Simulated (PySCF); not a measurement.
# C7H17In (InEt2(nPr)): the cost of one run

The runs use PySCF 2.14.0, with density-fitted response routines of our own; the level of theory stands in each step. All values are computed, except where a source is named. Atoms count from 0, in the outputs and in this text.

## (1) The starting structure

25 atoms, charge 0, multiplicity 1; geometry from: GFN2-xTB. The atoms were then displaced at random by about 0.03 Å, so the start is not that level's minimum.

Bonds of the start (Å): In0–C1 2.21, In0–C8 2.40, In0–C15 2.22, C1–C2 1.49, C1–H3 1.15, C1–H4 1.11, C2–H5 1.14, C2–H6 1.08, C2–H7 1.05, C8–C9 1.54, C8–H10 1.05, C8–H11 1.06, C9–H12 1.17, C9–H13 1.06, C9–H14 1.13, C15–C16 1.55, C15–H18 1.08, C15–H19 1.07, C16–C17 1.56, C16–H20 1.06, C16–H21 1.04, C17–H22 1.02, C17–H23 1.12, C17–H24 1.16.

## (2) Relaxing the molecule at PBE0-D3(BJ)/def2-SVP

Job settings and geometry (Å):

```
{"job": {"xc": "PBE0", "basis": "def2-SVP", "d3": "d3bj", "grid": 1, "maxiter": 40, "shake": 0.03, "kind": "geom"}, "charge": 0, "multiplicity": 1}
In     0.265220     0.434200     0.425420
C      2.473460     0.503290     0.361150
C      2.995530     0.532620     1.757710
H      2.932850     1.400150    -0.198570
H      2.828620    -0.394500    -0.193560
H      4.137240     0.559400     1.763260
H      2.750270     1.423500     2.320750
H      2.776910    -0.321870     2.329930
C     -0.940660     2.511980     0.466710
C     -1.033190     3.059970    -0.971500
H     -0.450120     3.193530     1.093880
H     -1.919140     2.325730     0.831710
H     -1.640110     4.053310    -1.034640
H     -0.079320     3.241710    -1.396050
H     -1.572800     2.351760    -1.663650
C     -0.940920    -1.424900     0.438860
C     -1.011710    -2.007430    -0.999640
C     -1.808880    -3.346790    -1.007780
H     -1.951230    -1.314160     0.815480
H     -0.510500    -2.153620     1.095660
H     -0.054900    -2.202130    -1.411870
H     -1.494400    -1.387760    -1.686080
H     -2.780320    -3.187010    -0.739700
H     -1.831650    -3.754030    -2.055420
H     -1.250210    -4.133200    -0.371470
```

Run with:

```console
$ OMP_NUM_THREADS=1 python probes_run.py task.json out
```

This one command runs all jobs of the session in turn.

Q: Estimate the wall time and peak memory of this first job on 1 thread of AMD EPYC, shared host.

About 45 min, with a peak of 0.97 GiB.
